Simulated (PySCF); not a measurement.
# Mn: excitation energy in dyall-av2z

Wanted: the excitation energy of manganese, up a ladder of methods.

Program: PySCF 2.14.0. Level of theory: unrestricted determinants in a Gaussian basis, no spin-orbit coupling in the energies. These are calculated values, not measurements, unless marked.

### Step 1. The atom as given

```
Element                   : manganese (Z = 25)
Basis                     : dyall-av2z (16s12p7d2f, 101 functions)
Hamiltonian               : no relativity, point nucleus
State 1                   : Mn: [Ar] 3d4 4s2 5s1, 5s spin antiparallel (an excited configuration)
Needed too, but not shown : Mn [Ar] 3d5 4s2 (6S)
Methods                   : UHF, LDA, PBE, PBE0, r2SCAN, TPSS, B2PLYP, wB97X-V, wB97M-V
```

The runs were made by one driver on top of PySCF. The scripts below sum up each run's settings (the driver also hands on starting orbitals that pick excited configurations, and frozen orbitals as a list rather than a count), and the logs come from the driver's own runs. The driver starts from symmetry-adapted Hartree-Fock orbitals, holds the occupation by maximum overlap and uses a logarithmic radial grid for functionals, so a plain start would take other cycles.

The integrals over 101 functions and the set-up took 0.24 s of CPU time.

### Step 2. Mn [Ar] 3d4 4s2 5s1, s spin flipped

#### UHF

File input.py:

```python
from pyscf import gto, scf, dft, mp, cc
import basis_set_exchange as bse
mol = gto.M(atom="Mn 0 0 0", charge=0, spin=3, symmetry="D2h",
            basis=gto.basis.parse(bse.get_basis("dyall-av2z", elements=["Mn"], fmt="nwchem")))
mf = scf.UHF(mol)
mf.irrep_nelec = {'Ag': (5, 5), 'B1g': (1, 0), 'B2g': (1, 0), 'B3g': (1, 0), 'B1u': (2, 2), 'B2u': (2, 2), 'B3u': (2, 2)}
mf.kernel()
```

#### LDA

input.py differs from the last one in:

```diff
@@ -4,3 +4,3 @@
             basis=gto.basis.parse(bse.get_basis("dyall-av2z", elements=["Mn"], fmt="nwchem")))
-mf = scf.UHF(mol)
+mf = dft.UKS(mol, xc="LDA,VWN")
 mf.irrep_nelec = {'Ag': (5, 5), 'B1g': (1, 0), 'B2g': (1, 0), 'B3g': (1, 0), 'B1u': (2, 2), 'B2u': (2, 2), 'B3u': (2, 2)}
```

#### PBE

input.py differs from the last one in:

```diff
@@ -4,3 +4,3 @@
             basis=gto.basis.parse(bse.get_basis("dyall-av2z", elements=["Mn"], fmt="nwchem")))
-mf = dft.UKS(mol, xc="LDA,VWN")
+mf = dft.UKS(mol, xc="PBE")
 mf.irrep_nelec = {'Ag': (5, 5), 'B1g': (1, 0), 'B2g': (1, 0), 'B3g': (1, 0), 'B1u': (2, 2), 'B2u': (2, 2), 'B3u': (2, 2)}
```

#### PBE0

input.py differs from the last one in:

```diff
@@ -4,3 +4,3 @@
             basis=gto.basis.parse(bse.get_basis("dyall-av2z", elements=["Mn"], fmt="nwchem")))
-mf = dft.UKS(mol, xc="PBE")
+mf = dft.UKS(mol, xc="PBE0")
 mf.irrep_nelec = {'Ag': (5, 5), 'B1g': (1, 0), 'B2g': (1, 0), 'B3g': (1, 0), 'B1u': (2, 2), 'B2u': (2, 2), 'B3u': (2, 2)}
```

#### r2SCAN

input.py differs from the last one in:

```diff
@@ -4,3 +4,3 @@
             basis=gto.basis.parse(bse.get_basis("dyall-av2z", elements=["Mn"], fmt="nwchem")))
-mf = dft.UKS(mol, xc="PBE0")
+mf = dft.UKS(mol, xc="R2SCAN")
 mf.irrep_nelec = {'Ag': (5, 5), 'B1g': (1, 0), 'B2g': (1, 0), 'B3g': (1, 0), 'B1u': (2, 2), 'B2u': (2, 2), 'B3u': (2, 2)}
```

#### TPSS

input.py differs from the last one in:

```diff
@@ -4,3 +4,3 @@
             basis=gto.basis.parse(bse.get_basis("dyall-av2z", elements=["Mn"], fmt="nwchem")))
-mf = dft.UKS(mol, xc="R2SCAN")
+mf = dft.UKS(mol, xc="TPSS")
 mf.irrep_nelec = {'Ag': (5, 5), 'B1g': (1, 0), 'B2g': (1, 0), 'B3g': (1, 0), 'B1u': (2, 2), 'B2u': (2, 2), 'B3u': (2, 2)}
```

#### B2PLYP

input.py differs from the last one in:

```diff
@@ -4,3 +4,3 @@
             basis=gto.basis.parse(bse.get_basis("dyall-av2z", elements=["Mn"], fmt="nwchem")))
-mf = dft.UKS(mol, xc="TPSS")
+mf = dft.UKS(mol, xc="0.53*HF + 0.47*B88, 0.73*LYP")
 mf.irrep_nelec = {'Ag': (5, 5), 'B1g': (1, 0), 'B2g': (1, 0), 'B3g': (1, 0), 'B1u': (2, 2), 'B2u': (2, 2), 'B3u': (2, 2)}
```

#### wB97X-V

```python
from pyscf import gto, scf, dft, mp, cc
import basis_set_exchange as bse
mol = gto.M(atom="Mn 0 0 0", charge=0, spin=3, symmetry="D2h",
            basis=gto.basis.parse(bse.get_basis("dyall-av2z", elements=["Mn"], fmt="nwchem")))
mf = dft.UKS(mol, xc="WB97X_V")
mf.irrep_nelec = {'Ag': (5, 5), 'B1g': (1, 0), 'B2g': (1, 0), 'B3g': (1, 0), 'B1u': (2, 2), 'B2u': (2, 2), 'B3u': (2, 2)}
mf.kernel()
```

#### wB97M-V

input.py differs from the last one in:

```diff
@@ -4,3 +4,3 @@
             basis=gto.basis.parse(bse.get_basis("dyall-av2z", elements=["Mn"], fmt="nwchem")))
-mf = dft.UKS(mol, xc="WB97X_V")
+mf = dft.UKS(mol, xc="WB97M_V")
 mf.irrep_nelec = {'Ag': (5, 5), 'B1g': (1, 0), 'B2g': (1, 0), 'B3g': (1, 0), 'B1u': (2, 2), 'B2u': (2, 2), 'B3u': (2, 2)}
```

Q: Predict the outcome of this session.

As calculated:

| quantity | value |
| --- | --- |
| excitation energy, Mn → [Ar] 3d4 4s2 5s1, s spin flipped | LDA 12.663, wB97M-V 11.993 eV |

The methods span 0.798 eV, from B2PLYP (11.865) to LDA (12.663). No reference value is at hand in this session. All values hold for this basis alone; no basis-set limit was taken.
